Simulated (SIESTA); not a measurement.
# HfIn4SiO6 under changes of volume

One of the cells (20.898 Å³/atom); the others are scaled copies at fixed shape and fractional positions:

```xyz
12
Lattice="5.3669 0.0160 -0.0487 -2.5964 4.9143 -0.0193 -1.5282 -1.2303 9.5179" Properties=species:S:1:pos:R:3 pbc="T T T"
Hf    0.4820   -0.1513    3.8208
In   -2.0416    1.7558    8.2660
In    0.4065    3.1284    3.2805
In    2.0780    1.3993    1.1173
In    2.8738    1.2136    5.3191
Si    2.2106    4.6250    0.2979
O    -0.3822    1.3989    4.6305
O     2.3431    3.2918    4.5818
O     1.3410    1.9427    9.3299
O     4.9826   -0.2338    1.9857
O    -1.2911   -0.2006    9.3040
O     0.5822    4.6616   -0.0416
```

The cell was built by a generator and needn't be a form met in nature.

```yaml
Program: SIESTA 5.4.2
Functional: PBE
Potentials_or_basis: PseudoDojo 0.4 standard (PBE files)
Basis: DZP (energy shift 0.003 Ry; two zetas on semicore shells)
Grid_cutoff: 800 Ry
Energy_shift: 0.003 Ry
k_mesh: 6 × 6 × 3
Occupations: fermi-dirac, width 0.05 eV
Spin: no spin polarisation
```

| volume (Å³/atom) | energy over the lowest point (meV/atom) | pressure (GPa) | gap on the mesh (eV) | largest force (eV/Å) |
| --- | --- | --- | --- | --- |
| 19.259 | 35.64 | 7.7 | 1.10 | 1.932 |
| 19.669 | 18.97 | 5.4 | 1.08 | 1.413 |
| 20.079 | 7.83 | 3.4 | 1.07 | 0.930 |
| 20.898 | 0.00 | -0.2 | 1.04 | 0.225 |
| 21.308 | 2.33 | -1.6 | 1.03 | 0.383 |
| 21.718 | ? | ? | ? | ? |

**Question.** What does the run at 21.718 Å³/atom give?

**Answer.** Energy over the lowest point 8.27 meV/atom; pressure -3.0 GPa; gap on the mesh 1.02 eV; largest force 0.736 eV/Å.

Worked out: A Birch-Murnaghan fit of order 3 (a polynomial in V^(-2/3)) to the other rows has its minimum at 20.86 Å³/atom with B0 = V·E''(V) = 81 GPa and B' = 4.4 at fixed shape and positions, which overstates the stiffness. It gives 8.28 meV/atom at 21.718 Å³/atom, against the run's 8.27, and -dE/dV = -3.0 GPa, against -3.0. A straight line through the other rows of the gap, of slope -0.686 eV per unit of ln V, extrapolates to 1.02 eV, against the run's 1.02.

Energies are extrapolated to zero smearing.

Caveats: short orbitals over semicore shells can move pressures by several GPa; spin-orbit coupling is left out, which moves the levels of the heavy elements; an odd mesh through Γ misses points on the zone boundary, where band edges often lie; the basis of atomic orbitals isn't converged, which shifts pressures, moduli and gaps; forces of over 1 eV/Å show positions far from the minimum, so gaps and moduli don't describe the material at rest (some runs).
